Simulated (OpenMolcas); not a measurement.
# HF/def2-TZVP (RICD fitting, core potential) run of MoH2O4 (molybdic acid), part 2 of 2

OpenMolcas 26.06. The steps go on from the part before.

## Step 3: The triplet at the same level

Contents of struct.xyz:

```xyz
7

O     -0.178920    -1.889350    -0.117030
Mo     0.102940    -0.308820     0.233160
O      0.867970    -0.183030     1.682010
O     -1.439200     0.536830     0.329310
O      1.136310     0.375710    -1.018220
H     -2.321150     0.864200     0.533560
H      1.832050     0.604470    -1.642800
```

Contents of job.inp:

```
>>> EXPORT MOLCAS_PRINT=2

&GATEWAY
 BasLib
 $CurrDir
 Coord
 struct.xyz
 Basis
 def2-TZVP
 Group
 NoSym
 RICD

&SEWARD

&SCF
 UHF
 Spin
 3
 PrOrbitals
 0
```

The basis set def2-TZVP is read from a file made from the Basis Set Exchange's data (not shown).

Command:

```console
$ export MOLCAS_MEM=1860
$ pymolcas job.inp > job.log
```

The log of the run:

```text
--- Start Module: gateway ---

                                              &GATEWAY

                       available to each process: 1.9 GB of memory, 1 thread

 Basis Set     1 Label: O.DEF2-TZVP
 Basis set is read from library:.
 basistype.tbl is not found

 Basis Set     2 Label: MO.DEF2-TZVP
 Basis set is read from library:.
 basistype.tbl is not found

 Basis Set     3 Label: O.DEF2-TZVP
 Basis set is read from library:.
 basistype.tbl is not found

 Basis Set     4 Label: H.DEF2-TZVP
 Basis set is read from library:.
 basistype.tbl is not found

++    Symmetry information:
      ---------------------

                    Character Table for C1

                             E
                    a        1  x, y, xy, Rz, z, xz, Ry, yz, Rx, I
--

++    Basis set information:
      ----------------------

      Basis set label: O.DEF2-TZVP.........

      Electronic valence basis set:
      ------------------
      Associated Effective Charge   8.000000 au
      Associated Actual Charge      8.000000 au
      Nuclear Model: Point charge

      Shell  nPrim  nBasis  Cartesian Spherical Contaminant
         s      11       5        X
         p       6       3        X
         d       2       2                 X
         f       1       1                 X

      Basis set label: MO.DEF2-TZVP....ECP.....

      Electronic valence basis set:
      ------------------
      Associated Effective Charge  14.000000 au
      Associated Actual Charge     42.000000 au
      Nuclear Model: Point charge

      Shell  nPrim  nBasis  Cartesian Spherical Contaminant
         s       7       6        X
         p       7       4        X
         d       5       3                 X
         f       1       1                 X

      Pseudo Potential specification:
      =======================================

      Number of Core Electrons:  28

      Potential  nTerms
           H       2
         s-H       4
         p-H       4
         d-H       4

      Effective Core Potential specification:
      =======================================

      Basis set label: O.DEF2-TZVP.........

      Electronic valence basis set:
      ------------------
      Associated Effective Charge   8.000000 au
      Associated Actual Charge      8.000000 au
      Nuclear Model: Point charge

      Shell  nPrim  nBasis  Cartesian Spherical Contaminant
         s      11       5        X
         p       6       3        X
         d       2       2                 X
         f       1       1                 X

      Basis set label: H.DEF2-TZVP.........

      Electronic valence basis set:
      ------------------
      Associated Effective Charge   1.000000 au
      Associated Actual Charge      1.000000 au
      Nuclear Model: Point charge

      Shell  nPrim  nBasis  Cartesian Spherical Contaminant
         s       5       3        X
         p       1       1        X
--

++    Molecular structure info:
      -------------------------

                    ************************************************
                    **** Cartesian Coordinates / bohr, angstrom ****
                    ************************************************

     Center  Label                x              y              z                     x              y              z
        1      O1              -0.338110      -3.570354      -0.221155             -0.178920      -1.889350      -0.117030
        2      MO2              0.194528      -0.583585       0.440609              0.102940      -0.308820       0.233160
        3      O3               1.640226      -0.345877       3.178538              0.867970      -0.183030       1.682010
        4      O4              -2.719694       1.014462       0.622306             -1.439200       0.536830       0.329310
        5      O5               2.147315       0.709989      -1.924157              1.136310       0.375710      -1.018220
        6      H6              -4.386338       1.633101       1.008282             -2.321150       0.864200       0.533560
        7      H7               3.462073       1.142283      -3.104442              1.832050       0.604470      -1.642800

                    ***************************************
                    *    InterNuclear Distances / bohr    *
                    ***************************************

               1 O1            2 MO2           3 O3            4 O4            5 O5            6 H6
    1 O1       0.000000
    2 MO2      3.105225        0.000000
    3 O3       5.086155        3.105287        0.000000
    4 O4       5.234874        3.328582        5.233903        0.000000
    5 O5       5.234395        3.328487        5.235407        5.501359        0.000000
    6 H6       6.706386        5.120575        6.704165        1.819174        7.220800        0.000000
    7 H7       6.705496        5.120825        6.708918        7.219365        1.818939        8.874286

               7 H7
    7 H7       0.000000

                    *******************************************
                    *    InterNuclear Distances / angstrom    *
                    *******************************************

[... 71 lines left out ...]
      Nuclear repulsion energy =  233.91843125
[... 44 lines left out ...]
++ Convergence information
                               UHF SCF        iterations: Energy and convergence statistics
[... 30 lines left out ...]
       Convergence after  25 Iterations
[... 3 lines left out ...]
 *                                             SCF/KS-DFT Program, Final results                                             *
 *                                                       Final Results                                                       *
[... 44 lines left out ...]
      Title: Natural orbitals

      Molecular orbitals for symmetry species 1: a

          Orbital            1         2         3         4         5         6         7         8         9        10
          Energy          -20.5302  -20.5448  -20.5442  -20.5118   -1.2813   -3.0210   -0.7887   -1.2855   -1.0591   -0.5808
          Occ. No.          2.0000    2.0000    2.0000    2.0000    2.0000    2.0000    2.0000    2.0000    2.0000    2.0000

[... 175 lines of this table left out ...]
      176 H7     2pz        0.0006    0.0001    0.0000   -0.0005    0.0006    0.0022   -0.0103    0.0015    0.0122    0.0099

          Orbital           11        12        13        14        15        16        17        18        19        20
          Energy           -0.8856   -1.5960   -1.8937   -0.6218   -1.6049   -0.8228   -0.6077   -0.7543   -0.5452   -1.2624
          Occ. No.          2.0000    2.0000    1.9999    1.9998    1.9997    1.9994    1.9994    1.9994    1.9989    1.9988

[... 175 lines of this table left out ...]
      176 H7     2pz       -0.0125    0.0050   -0.0034    0.0055   -0.0033    0.0044   -0.0018   -0.0016   -0.0046    0.0015

          Orbital           21        22        23        24        25        26        27        28        29        30
          Energy           -1.2684   -0.5534   -0.5439   -0.0461   -0.2958    0.3098    0.3791    1.3820    1.3922    0.4247
          Occ. No.          1.9988    1.9985    1.9447    1.0000    1.0000    0.0553    0.0015    0.0012    0.0012    0.0011

[... 175 lines of this table left out ...]
      176 H7     2pz       -0.0014    0.0003   -0.0012   -0.0030   -0.0004    0.0049    0.0011    0.0003    0.0023   -0.0056

          Orbital           31        32        33        34        35        36        37        38        39        40
          Energy            1.0475    0.8047    0.9816    1.5333    1.0811    1.4731    1.5919    0.7217    0.8284    0.8320
          Occ. No.          0.0006    0.0006    0.0006    0.0003    0.0002    0.0001    0.0000    0.0000    0.0000    0.0000

[... 175 lines of this table left out ...]
      176 H7     2pz       -0.0091   -0.0048   -0.0043    0.0003   -0.0003    0.0094   -0.0144    0.0181   -0.0093    0.0187

          Orbital           41        42        43        44        45        46        47        48        49        50
          Energy            1.3608    1.3677    1.8964    1.6452    6.5720    6.6381    6.0089    5.9782    0.4712    0.1997
          Occ. No.          0.0000    0.0000    0.0000    0.0000    0.0000    0.0000    0.0000    0.0000    0.0000    0.0000

[... 175 lines of this table left out ...]
      176 H7     2pz        0.0234   -0.0128    0.1270   -0.0735    0.0082   -0.0070    0.0159    0.0454   -0.0045    0.0086

          Orbital           51        52        53        54        55        56        57        58        59        60
          Energy            0.2672    0.2842   48.4326    9.6714    0.6283    0.6612    0.5825    0.6348    0.6695    0.6586
          Occ. No.          0.0000    0.0000    0.0000    0.0000    0.0000    0.0000    0.0000    0.0000    0.0000    0.0000

[... 13 lines of this table left out ...]
       14 O1     2pz       -0.0398   -0.1863   -0.0240    0.0134    0.3387    0.2075    0.4019   -0.14
[... cut ...]
    26 O1     4f2-       0.2563    0.0057   -0.0169    0.0006   -0.0025    0.0018   -0.0060   -0.0082   -0.0005   -0.0185
       27 O1     4f1-      -0.2385   -0.0010    0.0239   -0.0037    0.0036   -0.0012    0.0071    0.0016    0.0075   -0.0154
       28 O1     4f0        0.4151    0.0028    0.0065   -0.0008    0.0022   -0.0029    0.0029   -0.0072    0.0068    0.0044
[... 147 lines of this table left out ...]
      176 H7     2pz       -0.0031   -0.0437   -0.6340    0.0356   -0.4255    0.1738   -0.0634   -0.0890   -0.1199   -0.0777

          Orbital          101       102       103       104       105       106       107       108       109       110
          Energy            1.7614    5.4751    5.4902    1.9435    5.1674    2.4161    6.6966   42.6886    3.6399    5.4438
          Occ. No.          0.0000    0.0000    0.0000    0.0000    0.0000    0.0000    0.0000    0.0000    0.0000    0.0000

[... 175 lines of this table left out ...]
      176 H7     2pz        0.0132    0.0026    0.0055    0.1646   -0.0247   -0.0208    0.3616    0.0702   -0.0529    0.0112

          Orbital          111       112       113       114       115       116       117       118       119       120
          Energy            6.2885    6.1438    1.4278    5.5427    5.5402    5.8011    2.6572    7.0337    6.5114    1.9684
          Occ. No.          0.0000    0.0000    0.0000    0.0000    0.0000    0.0000    0.0000    0.0000    0.0000    0.0000

[... 175 lines of this table left out ...]
      176 H7     2pz        0.0563    0.0829   -0.0706    0.0012    0.0523    0.2031   -0.4423    0.2141    0.0374   -0.3647

          Orbital          121       122       123       124       125       126       127       128       129       130
          Energy            5.5445    6.7007    5.5592    2.5483    5.5012    7.5336    5.5194    1.1008    7.0715    5.4645
          Occ. No.          0.0000    0.0000    0.0000    0.0000    0.0000    0.0000    0.0000    0.0000    0.0000    0.0000

[... 175 lines of this table left out ...]
      176 H7     2pz        0.0439   -0.2608    0.0065   -0.3887   -0.0616   -0.3706    0.0087    0.0293   -0.5470   -0.0032

          Orbital          131       132       133       134       135       136       137       138       139       140
          Energy            5.4798    5.5238    5.3922    1.8174    7.0004    6.9640    5.8942    5.6920    5.4068    7.2130
          Occ. No.          0.0000    0.0000    0.0000    0.0000    0.0000    0.0000    0.0000    0.0000    0.0000    0.0000

[... 175 lines of this table left out ...]
      176 H7     2pz        0.0103    0.0026    0.0137   -0.2454   -0.2005    0.0862    0.1770   -0.0243   -0.0029   -0.0800

          Orbital          141       142       143       144       145       146       147       148       149
          Energy            5.5515    6.7366    6.9116    5.6998    2.0631    5.5239    5.9195    5.9470    5.5003
          Occ. No.          0.0000    0.0000    0.0000    0.0000    0.0000    0.0000    0.0000    0.0000    0.0000

[... 175 lines of this table left out ...]
      176 H7     2pz        0.0002    0.0445    0.0831   -0.0416    0.1185    0.0379    0.1199    0.1778    0.0059
--

++    Molecular properties:
      ---------------------

      Charge (e):
                      =   -0.0000
      Dipole Moment (debye):
      Origin of the operator (angstrom)=    0.0962   -0.2886    0.2180
                   X= -5.1345E-01               Y=  1.5437E+00               Z= -1.1662E+00           Total=  2.0017E+00
      Quadrupole Moment (debye*angstrom):
      Origin of the operator (angstrom)=    0.0962   -0.2886    0.2180
                  XX= -3.6093E+01              XY= -1.6438E+00              XZ= -5.5502E+00              YY= -4.5528E+01
                  YZ= -1.6542E+00              ZZ= -4.3466E+01
      In traceless form (debye*angstrom)
                  XX=  8.4036E+00              XY= -2.4657E+00              XZ= -8.3253E+00              YY= -5.7484E+00
                  YZ= -2.4813E+00              ZZ= -2.6553E+00
--

--- Stop Module: scf /rc=_RC_ALL_IS_WELL_ ---
--- Module scf spent 43 seconds ---

.##################.
.# Happy landing! #.
.##################.

    Timing: Wall=48.74 User=47.69 System=1.03
```

Run time: 49 s. Hardware: 1 thread of Arm Neoverse V1, shared host; peak memory 0.17 GiB.

## Step 4: Summary of results

The summary covers parts 1 to 2.

Level: HF/def2-TZVP (RICD fitting, core potential).

```
                                        quantity          value
                           singlet: total energy  -368.34397 Eh
                          singlet: dipole moment         4.27 D
                            singlet: HOMO energy      -12.71 eV
                            singlet: LUMO energy        1.77 eV
                          singlet: HOMO–LUMO gap       14.48 eV
                           triplet: total energy  -368.22416 Eh
                          triplet: dipole moment         2.00 D
     triplet: HOMO energy (highest over α and β)       -8.18 eV
      triplet: LUMO energy (lowest over α and β)       -0.06 eV
                                   triplet: ⟨S²⟩          2.123
vertical energy of the triplet above the singlet       3.260 eV
```

**Reading.** At this shape the triplet lies 3.26 eV (75 kcal/mol) above the singlet. ⟨S²⟩ (triplet) is 2.12 where a pure triplet has 2.00: the reference is spin-contaminated. Mulliken charges (triplet) run from -0.95 on O5 to +2.24 on Mo2; they depend strongly on the basis.
